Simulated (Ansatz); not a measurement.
# BGe+ (singlet): from Hartree-Fock to the top rungs, cc-pVDZ

How much of the correlation energy of BGe+ (singlet) does each wave-function method recover here?

Program: Ansatz 0.2.0, Gaussian basis. Level of theory: cc-pVDZ, core rule «outside noble gas», up to 15 orbitals frozen. These are calculated values, not measurements.

Plan: UHF; CCSD(T) on RHF; CCSD(T) on UHF; BCCD(T) on RHF; CISD; CCSDT(Q) on RHF; CCSDT(Q) on UHF; CISDTQ; CCSDTQ on RHF; CASSCF and MRCISD+Q, 6 electrons in 8 orbitals; CASSCF and NEVPT2, 6 electrons in 8 orbitals; Full CI.

17 further runs of the same task are left out: 6 that didn't finish, 11 set aside as unsound or not needed.

### 1 The system

The geometry is a PBE0/def2-TZVP stationary point (not a proven minimum) of the parent state, kept for this charge and spin. No spin-orbit coupling is included. The filled d shell of Ge may be among the frozen orbitals whatever the setting's name suggests; the logs give the count.

2 atoms, charge 1, spin multiplicity 1.

Atoms are counted from 1 here; the program's logs count them from 0.

Bond lengths: Ge1–B2 1.987 Å.

### 2 UHF

Input file in.yaml:

```yaml
crystal:
  periodic: [false, false, false]
  atoms:
    - {symbol: Ge, position_ang: [0.000000, 0.000000, 0.000000]}
    - {symbol: B, position_ang: [0.000000, 0.000000, 1.987464]}
basis:
  gaussian: {orbitals: cc-pVDZ}
total_charge: 1
magnetization: {spin_polarized: true, initial_magnetization: 0}
hamiltonian: {xc: hf}
output: {orbitals: {seedname: orbitals}}
```

The run is started by

```bash
$ ansatz run in.yaml --threads 1 --pin off --events-out ev --progress --plain --max-ram 2393MiB
```

The runs that follow: CCSD(T) on RHF; CCSD(T) on UHF; BCCD(T) on RHF; CISD; CCSDT(Q) on RHF; CCSDT(Q) on UHF; CISDTQ; CCSDTQ on RHF; CASSCF and MRCISD+Q, 6 electrons in 8 orbitals; CASSCF and NEVPT2, 6 electrons in 8 orbitals; Full CI.

Before running them: what should the planned runs give, taken together? Wanted: FCI below the RHF energy; RMP2 from FCI; RCCSD from FCI; RCCSD(T) from FCI; RCCSDT(Q) from FCI; NEVPT2 valence from FCI; MRCISD+Q valence from FCI; T1 diagnostic; effectively unpaired electrons.

The runs gave:

| quantity | value |
| --- | --- |
| FCI below the RHF energy | -4.5891 eV |
| RMP2 from FCI | +1449.3 meV |
| RCCSD from FCI | +433.5 meV |
| RCCSD(T) from FCI | +174.1 meV |
| RCCSDT(Q) from FCI | +43.3 meV |
| NEVPT2 valence from FCI | +363.1 meV |
| MRCISD+Q valence from FCI | -21.2 meV |
| levels within 1 kcal/mol (43 meV) | RCCSDT(Q), RCCSDTQ, MRCISD+Q valence |
| T1 diagnostic | 0.038 |
| effectively unpaired electrons | 2.24 |

**Reading.** RCCSD(T) lands +174.1 meV from the yardstick (3.8 % of the correlation energy). MRCISD+Q valence falls below full CI: the +Q correction isn't variational, and the cores differ from full CI's. With 2.2 effectively unpaired electrons against 0 the state is strongly multireference. Of the multireference levels listed MRCISD+Q valence comes nearest in total energy (-21.2 meV), which doesn't show that its space is the better one. Coupled cluster took another determinant than the lowest Hartree-Fock one. These misses are within one basis, not against nature.
